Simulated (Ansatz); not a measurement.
# ScCo, space group Pm-3m: a comparison of magnetic orders

Program: the Ansatz DFT code, driven from Python.

Run as a notebook:

In [1]:
```python
import ansatz as az
import numpy as np
```

In [2]:
```python
def count_gap(report):
    # lowest empty less highest filled band, counting bands; zero where they overlap
    return max(report.get("gap_by_band_count_ev") or 0.0, 0.0)
```

In [3]:
```python
CELL = [
    [3.145, 0.0, 0.0],
    [0.0, 6.29, 0.0],
    [0.0, 0.0, 3.145],
]
ATOMS = [
    ("Sc", [0.5, 0.25, 0.5]),
    ("Co", [0.0, 0.0, 0.0]),
    ("Sc", [0.5, 0.75, 0.5]),
    ("Co", [0.0, 0.5, 0.0]),
]
```

In [4]:
```python
def magnet(moments):
    crystal = az.Crystal(lattice=az.Lattice.of(CELL))
    for (symbol, position), moment in zip(ATOMS, moments):
        crystal = crystal.atom(symbol, position, moment=moment or None)
    return crystal
```

In [5]:
```python
orders = {
    "FM": [0, 3.0, 0, 3.0],
    "AFM": [0, 3.0, 0, -3.0],
}
```

In [6]:
```python
rows = []
for label, moments in orders.items():
    setup = (
        magnet(moments).calculation()
        .functional(az.Functional.R2SCAN)
        .basis(24 * az.Ha)
        .kpoints(spacing=0.24)
        .occupations("fermi_dirac", width=0.1)
        .scf(tolerance=1e-10)
        .spin("collinear")
        .band_table()
    )
    data = setup.run(threads=1, pin="off").report
    rows.append((label, data["free_energy_ev"], data["magnetization_mub"], data["absolute_magnetization_mub"], max(abs(m) for m in data["site_moments_mub"]), count_gap(data)))
    print(label, "site moments:", [round(m, 2) for m in data["site_moments_mub"]])
```
```text
RunWarning: the net moment that the starting moments add up to was not kept: the SCF closed with a net magnetisation of 5.1e-1 μB in size, at most 0.1 of the 6 μB that the starting moments add up to as vectors. Its absolute magnetisation is 4.2e0 μB, where [...]
FM site moments: [-0.39, 1.13, -0.39, 1.13]
AFM site moments: [0.0, 1.19, -0.0, -1.19]
```

In [7]:
```python
lowest = min(row[1] for row in rows)
rows = [(row[0], 1000 * (row[1] - lowest) / 2, *row[2:]) for row in sorted(rows, key=lambda row: row[1])]
print("         order  meV/magnetic atom         net muB    absolute muB  largest site muB  gap by band count eV")
for row in rows:
    print(f"{str(row[0]):>14s}  {row[1]:17.2f}  {row[2]:14.3f}  {row[3]:14.3f}  {row[4]:16.3f}  {row[5]:20.3f}")
print("lowest of these starts:", rows[0][0])
```
```text
         order  meV/magnetic atom         net muB    absolute muB  largest site muB  gap by band count eV
           AFM               0.00           0.000           3.307             1.193                 0.000
            FM               9.73           0.518           4.200             1.132                 0.000
lowest of these starts: AFM
```

Caveats:
- The SCF didn't keep the moments it started from (some shrank, vanished or turned); what is printed is the state reached.
- A gap by band count of zero or less means overlapping bands, a metal.
- r2SCAN tends to overestimate the moments of itinerant magnets.
- The structure is a deposited one; some such entries were measured under pressure or heat, so a shift against it needn't be the functional's error alone.
- Levels are Kohn-Sham eigenvalues on this mesh.
- Warnings are shown shortened and without file and line.
- Each row is the state reached from that start at the given structure, not necessarily the lowest of its order; other orders weren't tried.
- Run time: 2.9 min on 1 thread of Arm Neoverse V1 (shared host), peak memory 0.82 GiB.
